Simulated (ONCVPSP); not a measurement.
# An ONCV potential for fluorine, from input to tests

Task: generate the file, and judge it by its errors in other configurations, its logarithmic derivatives, its ghosts and its cutoff.

The numbers are computed with ONCVPSP 4.0.1.1 (patched build) (PBEsol, scalar-relativistic, spin-unpolarised reference atom).

## Step 1: The atom and the settings

The settings as typed:

| Property | Result |
| --- | --- |
| element | fluorine (F, Z = 9) |
| type | optimised norm-conserving Vanderbilt (ONCV) |
| frozen core | [He] |
| valence charge | 7 |
| reference configuration | 2s2 2p5 |
| partial waves | 2s: rc 0.55 bohr, ncon 3, nbas 6, qcut 10 1/bohr, 2 projectors, debl 2.7 Ha; 2p: rc 0.90 bohr, ncon 4, nbas 7, qcut 8.9 1/bohr, 2 projectors, debl 2.8 Ha |
| local potential | polynomial inside 0.50 bohr (lpopt 2, dvloc0 0 Ha) |
| core correction | Teter function fitted to the true core (icmod 2), fcfact 0.55 |

The nodes and maxima of the atom's own shells, from an earlier all-electron run, set the scale for the radii.

All-electron outer shells of the reference configuration (PBEsol, scalar-relativistic, ld1.x):

| shell | level (eV) | outermost node (bohr) | outermost maximum (bohr) |
| --- | --- | --- | --- |
| 1s | -661.16 | – | 0.11 |
| 2s | -29.72 | 0.24 | 0.76 |
| 2p | -11.05 | – | 0.71 |

## Step 2: Generation

File F.dat:

```
# ATOM AND REFERENCE CONFIGURATION
# atsym  z   nc   nv     iexc    psfile
  F 9.00    1    2  -116133      upf
#
#   n    l    f
    1    0    2.00
    2    0    2.00
    2    1    5.00
#
# PSEUDOPOTENTIAL AND OPTIMIZATION
# lmax
    1
#
#   l,   rc,      ep,       ncon, nbas, qcut
    0    0.55    0.00    3    6   10.00
    1    0.90    0.00    4    7    8.90
#
# LOCAL POTENTIAL
# lloc, lpopt,  rc(5),   dvloc0
    4    2    0.50    0.00
#
# VANDERBILT-KLEINMAN-BYLANDER PROJECTORs
# l, nproj, debl
    0    2    2.70
    1    2    2.80
#
# MODEL CORE CHARGE
# icmod, fcfact, rcfact
    2    0.55    0.75
#
# LOG DERIVATIVE ANALYSIS
# epsh1, epsh2, depsh
   -3.00    5.00    0.02
#
# OUTPUT GRID
# rlmax, drl
    6.00    0.01
#
# TEST CONFIGURATIONS
# ncnf
    4
# nvcnf
#   n    l    f
    2
    2    0    2.00
    2    1    4.00
#
    2
    2    0    2.00
    2    1    3.00
#
    2
    2    0    2.00
    2    1    2.00
#
    2
    2    0    2.00
    2    1    4.50
#
```

Command:

```bash
$ oncvpsp.x < F.dat > F.out
```

What does the calculation give? Wanted: cutoffs for 1 and 0.1 mHa per electron, occupied waves; bound ghosts; GHOST(+) flags; largest test error; largest phase difference near zero energy, channels read; rms error of d²Exc/dn², without and with the model core.

The runs gave:

| quantity | value |
| --- | --- |
| cutoffs for 1 and 0.1 mHa per electron, occupied waves | 154 Ha and 193 Ha |
| bound ghosts | none found |
| GHOST(+) flags | s at 3318 eV, s at 7152 eV (1 near or above the test basis's cutoff) |
| largest test error (AE − PS) | +233 meV, for 2s2 2p2 |
| largest phase difference near zero energy, channels read | 0.000 rad |
| rms error of d²Exc/dn², without and with the model core | 1.85 and 1.49 mHa |

In words: By total energies transferability is fair for so large an energy: the largest error is 233 meV on 118.1 eV, for 2s2 2p2. That test lies far up in energy; among those under 40 eV, nearer to bonding, the largest error is 4.8 meV. It counts as very hard, with 154 Ha needed at the looser tolerance. At the looser tolerance the 2p wave is the slowest; 2s needs 55 Ha. It is free of bound ghosts as far as tested. Near zero energy the phases of the channels with partial waves agree within 0.001 rad. The program also flags highly localised states, GHOST(+) (s).
